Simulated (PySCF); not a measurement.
# C₈H₁₁N: magnetic properties

Aim: compute the magnetic properties of C₈H₁₁N (`C#CCCC1=C[C@@H](N)C1`).

Programs: PySCF 2.14.0, with routines of our own; each step states its level. All values are computed. Atoms count from 0.

### 1 The starting structure

20 atoms, charge 0, multiplicity 1; geometry from: GFN2-xTB.

### 2 Magnetic properties: GIAO CAM-B3LYP/pcSseg-1

Job settings and geometry (Å):

```
{"job": {"kind": "mag", "xc": "CAM-B3LYP", "basis": "pcSseg-1", "isotopologues": 0}, "charge": 0, "multiplicity": 1}
C      4.485925    -0.474147    -0.371313
C      3.309329    -0.663411    -0.263728
C      1.879624    -0.851875    -0.137338
C      1.153605     0.498356    -0.001492
C     -0.315752     0.305918     0.092698
C     -1.247965     0.557758     1.010840
C     -2.374851    -0.029498     0.195805
N     -3.460602     0.867478    -0.107082
C     -1.278726    -0.313613    -0.892118
H      5.519859    -0.324220    -0.464307
H      1.673669    -1.468108     0.742579
H      1.510565    -1.379883    -1.021380
H      1.387511     1.109234    -0.878903
H      1.512887     1.022071     0.887236
H     -1.245363     1.015511     1.982209
H     -2.802333    -0.944963     0.616234
H     -3.103355     1.744429    -0.471119
H     -4.082440     0.461989    -0.798073
H     -1.114698    -1.365715    -1.123475
H     -1.412038     0.243367    -1.819701
```

Method: GIAO CAM-B3LYP/pcSseg-1 magnetisability, rotational g tensor and spin-rotation constants, non-relativistic, gas phase.

The run is started by

```console
$ OMP_NUM_THREADS=1 python excited_run.py task.json out
```

One launch serves the whole session: the jobs run in the order shown.

Output:

```text
coarse grid: 16576 points
cycle   1  E = -365.7157578414  dE =  1.595e+00  |g| = 4.633e-01  |ddm| = 4.308e+00
cycle   2  E = -365.7413450353  dE = -2.559e-02  |g| = 3.753e-01  |ddm| = 9.456e-01
cycle   3  E = -365.7708120012  dE = -2.947e-02  |g| = 7.706e-02  |ddm| = 3.437e-01
cycle   4  E = -365.7717680353  dE = -9.560e-04  |g| = 4.327e-02  |ddm| = 9.092e-02
cycle   5  E = -365.7722014323  dE = -4.334e-04  |g| = 1.149e-02  |ddm| = 4.113e-02
cycle   6  E = -365.7722291561  dE = -2.772e-05  |g| = 3.168e-03  |ddm| = 1.066e-02
cycle   7  E = -365.7722313876  dE = -2.231e-06  |g| = 8.566e-04  |ddm| = 3.173e-03
final grid: 159752 points
cycle   8  E = -365.8489958131  dE = -4.079e-05  |g| = 4.462e-03  |ddm| = 2.853e-02
cycle   9  E = -365.8489970505  dE = -1.237e-06  |g| = 3.991e-03  |ddm| = 9.069e-03
cycle  10  E = -365.8490007618  dE = -3.711e-06  |g| = 4.045e-04  |ddm| = 3.677e-03
cycle  11  E = -365.8490007887  dE = -2.686e-08  |g| = 2.465e-04  |ddm| = 5.758e-04
cycle  12  E = -365.8490008024  dE = -1.373e-08  |g| = 5.252e-05  |ddm| = 2.508e-04
cycle  13  E = -365.8490008031  dE = -6.517e-10  |g| = 1.479e-05  |ddm| = 5.635e-05
converged SCF energy = -365.8490008031

Magnetisability tensor (1e-30 J/T^2)
    -1480.05       59.14       -3.61
       59.14    -1401.92       53.96
       -3.61       53.96    -1321.93
isotropic -1401.30   principal values   -1516.44  -1395.96  -1291.49
isotropic susceptibility -84.388 1e-6 cm^3/mol

Inertial axes            a          b          c
rot. const./GHz      7.4763     0.6120     0.5956
chi total           -90.025    -77.947    -85.193
chi diamagnetic    -294.332  -2043.236  -2100.932
chi paramagnetic    204.307   1965.289   2015.739
quadrupole/D A       -4.495      1.920      2.574
g nuclear            0.6944     0.5586     0.5596
g electronic        -0.7176    -0.5651    -0.5640
g total             -0.0232    -0.0065    -0.0044

Spin-rotation constants (kHz, H = +C I.J)
atom  isotope        aa         bb         cc
  7    14N        0.341      0.035      0.027
  9     1H        0.003     -0.069     -0.063
 10     1H       -0.802     -0.064      0.011
 11     1H       -0.761      0.016     -0.066
 12     1H       -0.752     -0.066      0.016
 13     1H       -0.727      0.023     -0.070
 14     1H       -0.766      0.058     -0.064
 15     1H       -0.672     -0.055      0.017
 16     1H       -0.856     -0.072      0.002
 17     1H       -0.567     -0.012     -0.075
 18     1H       -0.738     -0.006     -0.039
 19     1H       -0.836     -0.058      0.006
  0    13C*       0.510      0.194      0.182
  1    13C*       0.171      0.231      0.213
  2    13C*       1.081      0.094      0.083
  3    13C*       1.189      0.115      0.104
  4    13C*       3.133      0.298      0.112
  5    13C*       2.720      0.279      0.113
  6    13C*       1.654      0.123      0.105
  8    13C*       1.216      0.142      0.099
* in the singly substituted isotopologue
```

Run time: 2.1 min. Hardware: 1 thread of Intel Xeon at 2.70GHz, shared host; peak memory 1.1 GiB.

In short:

```
              quantity                      value
       magnetisability           -1401·10⁻³⁰ J/T²
  molar susceptibility         -84.4·10⁻⁶ cm³/mol
rotational g (a, b, c)  -0.0232, -0.0065, -0.0044
```

### 3 Magnetic properties: GIAO X3LYP/def2-SVP

Settings changed since step 2:

```diff
@@ -1,2 +1,2 @@
-{"job": {"kind": "mag", "xc": "CAM-B3LYP", "basis": "pcSseg-1", "isotopologues": 0}, "charge": 0, "multiplicity": 1}
+{"job": {"kind": "mag", "xc": "X3LYP", "basis": "def2-SVP"}, "charge": 0, "multiplicity": 1}
 C      4.485925    -0.474147    -0.371313
```

With the program's defaults for keys left out, this is: GIAO X3LYP/def2-SVP magnetisability, rotational g tensor and spin-rotation constants, non-relativistic, gas phase.

Output:

```text
coarse grid: 16576 points
cycle   1  E = -365.4960025864  dE =  1.230e+00  |g| = 5.328e-01  |ddm| = 5.203e+00
cycle   2  E = -365.4919653643  dE =  4.037e-03  |g| = 5.643e-01  |ddm| = 1.543e+00
cycle   3  E = -365.5706339465  dE = -7.867e-02  |g| = 8.670e-02  |ddm| = 8.648e-01
cycle   4  E = -365.5717502319  dE = -1.116e-03  |g| = 5.377e-02  |ddm| = 1.461e-01
cycle   5  E = -365.5724323104  dE = -6.821e-04  |g| = 1.810e-02  |ddm| = 6.593e-02
cycle   6  E = -365.5725077595  dE = -7.545e-05  |g| = 5.143e-03  |ddm| = 2.127e-02
cycle   7  E = -365.5725134723  dE = -5.713e-06  |g| = 1.935e-03  |ddm| = 6.633e-03
final grid: 159752 points
cycle   8  E = -365.6442221313  dE = -4.995e-05  |g| = 6.954e-03  |ddm| = 4.689e-02
cycle   9  E = -365.6442114490  dE =  1.068e-05  |g| = 9.585e-03  |ddm| = 1.998e-02
cycle  10  E = -365.6442340109  dE = -2.256e-05  |g| = 1.855e-03  |ddm| = 1.170e-02
cycle  11  E = -365.6442348737  dE = -8.628e-07  |g| = 2.991e-04  |ddm| = 2.114e-03
cycle  12  E = -365.6442348854  dE = -1.172e-08  |g| = 2.082e-04  |ddm| = 4.716e-04
cycle  13  E = -365.6442348959  dE = -1.054e-08  |g| = 5.181e-05  |ddm| = 2.476e-04
cycle  14  E = -365.6442348966  dE = -6.781e-10  |g| = 1.081e-05  |ddm| = 7.119e-05
converged SCF energy = -365.6442348966

Magnetisability tensor (1e-30 J/T^2)
    -1446.96       55.61       -4.33
       55.61    -1396.36       57.99
       -4.33       57.99    -1313.23
isotropic -1385.52   principal values   -1490.40  -1385.84  -1280.32
isotropic susceptibility -83.438 1e-6 cm^3/mol

Inertial axes            a          b          c
rot. const./GHz      7.4763     0.6120     0.5956
chi total           -88.003    -77.279    -85.031
chi diamagnetic    -293.064  -2041.293  -2099.162
chi paramagnetic    205.061   1964.014   2014.131
quadrupole/D A       -3.829      1.440      2.388
g nuclear            0.6944     0.5586     0.5596
g electronic        -0.7202    -0.5647    -0.5635
g total             -0.0259    -0.0061    -0.0039

Spin-rotation constants (kHz, H = +C I.J)
atom  isotope        aa         bb         cc
  7    14N        0.318      0.032      0.025
  9     1H        0.006     -0.070     -0.065
 10     1H       -0.811     -0.065      0.012
 11     1H       -0.772      0.016     -0.066
 12     1H       -0.760     -0.067      0.016
 13     1H       -0.737      0.023     -0.071
 14     1H       -0.769      0.058     -0.066
 15     1H       -0.683     -0.057      0.017
 16     1H       -0.872     -0.074      0.002
 17     1H       -0.581     -0.013     -0.076
 18     1H       -0.748     -0.007     -0.040
 19     1H       -0.849     -0.059      0.006
  0    13C*       0.463      0.170      0.160
  1    13C*       0.174      0.206      0.190
  2    13C*       0.970      0.085      0.076
  3    13C*       1.087      0.104      0.094
  4    13C*       2.850      0.273      0.103
  5    13C*       2.480      0.250      0.101
  6    13C*       1.517      0.111      0.095
  8    13C*       1.061      0.129      0.089
* in the singly substituted isotopologue
```

It took 64 s on 1 thread of Intel Xeon at 2.70GHz, shared host; peak memory 0.83 GiB.

From this job:

```
              quantity                      value
       magnetisability           -1386·10⁻³⁰ J/T²
  molar susceptibility         -83.4·10⁻⁶ cm³/mol
rotational g (a, b, c)  -0.0259, -0.0061, -0.0039
```

### 4 The levels compared

```
                  level  ξ (10⁻³⁰ J/T²)     g(a)     g(b)  gap (eV)  functions     time
GIAO CAM-B3LYP/pcSseg-1           -1401  -0.0232  -0.0065      9.46        208  2.1 min
    GIAO X3LYP/def2-SVP           -1386  -0.0259  -0.0061      6.58        181     64 s
```

### 5 What came out

| quantity | value |
| --- | --- |
| magnetisability (step 2, GIAO CAM-B3LYP/pcSseg-1) | -1401·10⁻³⁰ J/T² |
| molar susceptibility (step 2, GIAO CAM-B3LYP/pcSseg-1) | -84.4·10⁻⁶ cm³/mol |
| rotational g (a, b, c) (step 2, GIAO CAM-B3LYP/pcSseg-1) | -0.0232, -0.0065, -0.0044 |
| magnetisability over the levels | -1401 to -1386·10⁻³⁰ J/T² |

In words: The magnetisability spreads by 1.1 % over 2 levels, from GIAO CAM-B3LYP/pcSseg-1 (2.1 min) to GIAO X3LYP/def2-SVP (64 s); the runs took 64 s to 2.1 min. Two levels can agree by chance, so this spread shows no convergence. Vibrational averaging and real surroundings are missing from these values.
